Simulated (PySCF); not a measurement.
The system is FTiCl3, in a box.

```xyz
5
Lattice="12.0000 0.0000 0.0000 0.0000 13.0000 0.0000 0.0000 0.0000 13.0000" Properties=species:S:1:pos:R:3 pbc="T T T"
F     4.9144    6.2918    8.0877
Ti    5.8941    6.2810    6.6253
Cl    7.3927    4.8187    6.8615
Cl    4.6216    5.7732    4.9983
Cl    6.7015    8.2563    6.2672
```

The cell isn't the ideal one: atoms moved at random, drawn with an rms of 0.05 Å.

Base run:

```yaml
Program: PySCF 2.14.0
Functional: r2SCAN
Potentials_or_basis: pob-tzvp-rev2 (all-electron)
k_mesh: 1 × 1 × 1
Occupations: fixed
Spin: no spin polarisation
```

Its results: gap between the frontier levels 4.33 eV.

After a change of settings the same cell gave: gap between the frontier levels 3.96 eV. Which change was it?
A. functional from r2SCAN to PBE
B. functional from r2SCAN to M06-L; dispersion from none to D4
C. functional from r2SCAN to revTPSS; dispersion from none to D3
D. functional from r2SCAN to HLE16

A.

r2SCAN gives the wider gap, since meta-GGAs in the generalised Kohn-Sham scheme recover part of the derivative discontinuity.

Caveats: this is a molecule in a periodic box at the Γ point, so its band gap is the HOMO-LUMO gap; the basis of atomic orbitals isn't converged, which shifts pressures, moduli and gaps.
